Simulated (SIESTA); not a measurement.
# Ti3Sn under changes of volume

One of the cells (18.415 Å³/atom); the others are scaled copies at fixed shape and fractional positions:

```
Sn Ti
1.0
     0.00000    3.32709    3.32709
     3.32709    0.00000    3.32709
     3.32709    3.32709    0.00000
Sn Ti
1 3
Direct
  0.50000 0.50000 0.50000
  0.00000 0.00000 0.00000
  0.25000 0.25000 0.25000
  0.75000 0.75000 0.75000
```

Measurements of this composition are mostly on another form, of space group No. 194.

```yaml
Program: SIESTA 5.4.2
Functional: PBEsol
Potentials_or_basis: PseudoDojo 0.4 standard (PBEsol files)
Basis: DZP (energy shift 0.003 Ry; two zetas on semicore shells)
Grid_cutoff: 800 Ry
Energy_shift: 0.003 Ry
k_mesh: 7 × 7 × 7
Occupations: fermi-dirac, width 0.05 eV
Spin: no spin polarisation
```

| volume (Å³/atom) | energy over the lowest point (meV/atom) | pressure (GPa) |
| --- | --- | --- |
| 16.970 | 2.77 | 2.8 |
| 17.331 | 0.00 | -0.1 |
| 17.693 | 3.17 | -2.5 |
| 18.415 | 24.98 | -6.9 |
| 18.776 | 42.55 | -8.7 |
| 19.137 | ? | ? |

Problem. What does the run at 19.137 Å³/atom give?

Solution. Energy over the lowest point 64.11 meV/atom; pressure -10.3 GPa.

Worked out: A Birch-Murnaghan fit of order 3 (a polynomial in V^(-2/3)) to the other rows has its minimum at 17.31 Å³/atom with B0 = V·E''(V) = 127 GPa and B' = 4.2. It gives 63.97 meV/atom at 19.137 Å³/atom, against the run's 64.11, and -dE/dV = -10.3 GPa, against -10.3.

Energies are extrapolated to zero smearing.

Caveats: the basis of atomic orbitals isn't converged, which shifts pressures, moduli and gaps.
